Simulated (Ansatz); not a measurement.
Working through the interaction energy of a dimer with the counterpoise correction of ClH3SSi, SMILES S[SiH2]Cl

Computed with Ansatz 0.2.0 through its Python package.

Notebook, run cell by cell (the value of a cell's last expression is shown):

```python
import ansatz as az
```

```python
BASIS = 'def2-SVP'
FUNCTIONAL = 'b3lyp'
```

```python
FIRST = [
    ('S', (-1.0977, -1.2436, -0.2746)),
    ('Si', (0.4908, 0.097, 0.2755)),
    ('Cl', (-0.2011, 1.9817, 0.4113)),
    ('H', (-1.635, -0.4812, -1.2166)),
    ('H', (1.5115, 0.0461, -0.759)),
    ('H', (0.9315, -0.4, 1.5634)),
]
SECOND = [
    ('S', (1.5374, 0.0336, -4.4317)),
    ('Si', (-0.3327, 0.8461, -3.7496)),
    ('Cl', (-1.7278, 0.6951, -5.1919)),
    ('H', (1.5217, 0.5807, -5.6391)),
    ('H', (-0.1337, 2.252, -3.4358)),
    ('H', (-0.6666, 0.0274, -2.6014)),
]
```

```python
def energy(atoms, ghosts=()):
    molecule = az.Crystal.molecule()
    for symbol, xyz in atoms:
        molecule = molecule.atom(symbol, xyz)
    calc = (
        molecule.calculation()
        .basis(gaussian=BASIS)  # the orbital basis, by name
        .functional(FUNCTIONAL)
    )
    deck = calc.input()
    if ghosts:
        deck = deck.set(az.key.basis.gaussian.ghost_atoms, [{'symbol': s, 'position_ang': list(xyz)} for s, xyz in ghosts])
    return az.Session.from_dict(deck).plan().execute().report['free_energy_ev']
```

```python
# monomers in their own basis and in the basis of the dimer
both = energy(FIRST + SECOND)
alone = energy(FIRST) + energy(SECOND)
ghosted = energy(FIRST, SECOND) + energy(SECOND, FIRST)
print(f'dimer {both:.6f} eV')
print(f'interaction, uncorrected   {96.485332 * (both - alone):8.3f} kJ/mol')
print(f'interaction, counterpoise  {96.485332 * (both - ghosted):8.3f} kJ/mol')
print(f'basis-set superposition    {96.485332 * (alone - ghosted):8.3f} kJ/mol')
```

    dimer -62555.719052 eV
    interaction, uncorrected     11.769 kJ/mol
    interaction, counterpoise    18.263 kJ/mol
    basis-set superposition       6.495 kJ/mol

Uncorrected it is 11.769 kJ/mol, with the counterpoise correction 18.263 kJ/mol; the difference, 6.49 kJ/mol, is the superposition error. In this basis both values are repulsive.

Notes:
- Total energies depend on the basis set; only differences at equal settings carry meaning.
- The dimer is a generated trial pose of unrelaxed monomers, not a minimum, so the figure is no binding energy, and the basis set is small.
- b3lyp holds the VWN-RPA fit, as in Gaussian; the form of ORCA and Turbomole is b3lyp5.
- This level lacks the dispersion part of the attraction (electrostatics and induction are there), which can decide the sign where the interaction is weak.
- Timing: 11 s on 1 thread of Intel(R) Xeon(R) 6975P-C (Granite Rapids), on a shared host, peak memory 0.42 GiB.
